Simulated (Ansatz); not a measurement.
# ClH₃NO₂V: a ladder of functionals and wavefunction methods

One table from this session's results is given with a row withheld; the runs are named, their logs left out.

Computed with Ansatz 0.2.0, Gaussian basis. Level: functionals in def2-TZVPP, the program's frozen cores in correlated methods.

The runs, in order: LDA (SPW92), PBE-D4, revPBE-D4, BLYP-D4, r2SCAN-D4, B97M-V, PBE0-D4, B3LYP-D4, r2SCANh-D4, r2SCAN0-D4, HSE06-D4, BHLYP-D4, CAM-B3LYP-D4, LC-ωPBE, ωB97X-V, ωB97M-V, B2PLYP, PBE-QIDH; CCSD(T)/def2-SVP; CCSD(T)/def2-TZVPP; MP2/def2-QZVPP; extrapolation to the limit; RPA on PBE.

### The relaxed structure

All runs share one geometry, relaxed beforehand with PBE0-D4 in a triple-zeta def2 set.

8 atoms, charge 0, spin multiplicity 1.

Atoms are counted from 1 here; the program's logs count them from 0.

Bond lengths: N1–V2 1.598 Å, N1–H6 1.011 Å, V2–O3 1.770 Å, V2–O4 1.756 Å, V2–Cl5 2.172 Å, O3–H7 0.966 Å, O4–H8 0.960 Å. Angles: V2–N1–H6 172.7°, N1–V2–O3 105.8°, N1–V2–O4 110.2°, N1–V2–Cl5 109.2°, O3–V2–O4 111.0°, O3–V2–Cl5 110.7°, O4–V2–Cl5 109.9°, V2–O3–H7 114.1°, V2–O4–H8 123.6°.

The first run:

in.yaml

```yaml
crystal:
  periodic: [false, false, false]
  atoms:
    - {symbol: N, position_ang: [-0.892224, 1.096534, 0.453331]}
    - {symbol: V, position_ang: [0.103120, 0.053811, -0.236512]}
    - {symbol: O, position_ang: [1.633815, 0.195173, 0.640417]}
    - {symbol: O, position_ang: [-0.544630, -1.573563, -0.113235]}
    - {symbol: Cl, position_ang: [0.363364, 0.589470, -2.325044]}
    - {symbol: H, position_ang: [-1.472733, 1.844466, 0.808939]}
    - {symbol: H, position_ang: [2.284138, -0.480632, 0.409627]}
    - {symbol: H, position_ang: [-1.382551, -1.782160, 0.306678]}
basis:
  gaussian: {orbitals: def2-TZVPP}
hamiltonian: {xc: lda}
output: {orbitals: {seedname: orbitals}}
```

On the command line:

```
$ ansatz run in.yaml --threads 4 --pin off --events-out ev --progress --plain --max-ram 10444MiB
```

Steps of the session up to this table: LDA; PBE-D4 (GGA); revPBE-D4 (GGA); BLYP-D4 (GGA); r2SCAN-D4 (meta-GGA); B97M-V (meta-GGA); PBE0-D4 (hybrid); B3LYP-D4 (hybrid); r2SCANh-D4 (hybrid); r2SCAN0-D4 (hybrid); HSE06-D4 (hybrid); BHLYP-D4 (hybrid); CAM-B3LYP-D4 (range-separated); LC-ωPBE (range-separated); ωB97X-V (range-separated); ωB97M-V (range-separated); B2PLYP (double hybrid); PBE-QIDH (double hybrid).

One table of the session follows, with a row left open; its other results are not shown here.

It belongs to the step «Orbital energies across the functionals». 

```
  functional  HOMO (eV)  LUMO (eV)  gap (eV)
 LDA (SPW92)      -7.15      -3.65      3.50
      PBE-D4      -6.97      -3.42      3.56
   revPBE-D4      -6.91      -3.33      3.58
     BLYP-D4      -6.84      -3.33      3.50
   r2SCAN-D4      -7.30      -3.44      3.86
      B97M-V          ?          ?         ?
     PBE0-D4      -8.39      -2.56      5.83
    B3LYP-D4      -8.13      -2.83      5.31
  r2SCANh-D4      -7.83      -3.09      4.74
  r2SCAN0-D4      -8.62      -2.56      6.06
    HSE06-D4      -7.99      -2.94      5.05
    BHLYP-D4      -9.67      -1.53      8.13
CAM-B3LYP-D4      -9.76      -1.48      8.29
     LC-ωPBE     -11.15      -0.32     10.82
     ωB97X-V     -10.77      -0.35     10.42
     ωB97M-V     -10.65      -0.35     10.30
```

Estimate the missing values for B97M-V.

**Answer.** HOMO (eV): -7.36; LUMO (eV): -3.45; gap (eV): 3.91. In the column «HOMO (eV)» it lies between r2SCANh-D4 (-7.83) and r2SCAN-D4 (-7.30).
